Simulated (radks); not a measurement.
# Ionising barium step by step, Ba to Ba¹⁸⁺

The task here is to estimate one member of a computed series from the others.

Method: Dirac Kohn-Sham, LB94 model potential, spin-unpolarised, spherical densities, finite nucleus; open shells fill j = l - 1/2 first. Code: radks (a radial shooting solver on a logarithmic mesh, Libxc functionals) version 1.

### Starting point

- element: barium (Z = 56)
- charges: 0 to 18
- first configuration: [Xe] 6s2
- last configuration: [Kr] 4d2

LB94 adds a gradient term to the LDA potential that gives it a −1/r tail. It is a model potential with no energy functional, so Etot and Exc are not given.

Set-up of the first run:

Input:

```text
Z 56
configuration [Xe] 6s2
relativity Dirac
functional lda,pw
model_potential LB94
spin unpolarised
j_filling energy
nucleus finite rms 4.8378 fm
c 137.035999084
```

Among the steps run: Ba, [Xe] 6s2.

One of the session's tables, all rows but one given; the rest of the session is left out.

It belongs to the step «Ba, [Xe] 6s2». Radial moments (bohr):

| level | <r> | outermost maximum (interpolated) | 90 % within | nodes |
| --- | --- | --- | --- | --- |
| 4p1/2 | 0.6970 | 0.637 | 1.02 | 2 |
| 4p3/2 | 0.7248 | 0.662 | 1.06 | 2 |
| 4d3/2 | ? | ? | ? | ? |
| 4d5/2 | 0.8022 | 0.701 | 1.21 | 1 |
| 5s1/2 | 1.618 | 1.45 | 2.34 | 4 |
| 5p1/2 | 1.836 | 1.61 | 2.69 | 3 |
| 5p3/2 | 1.923 | 1.68 | 2.81 | 3 |
| 6s1/2 | 4.433 | 3.79 | 6.54 | 5 |

Q: Estimate the row for 4d3/2 from the others.

As computed: <r>: 0.7922; outermost maximum (interpolated): 0.692; 90 % within: 1.19; nodes: 1. In the column «<r>» it lies between 4p3/2 (0.7248) and 4d5/2 (0.8022).

Limits of these values: Spin polarisation and multiplet splitting are left out.
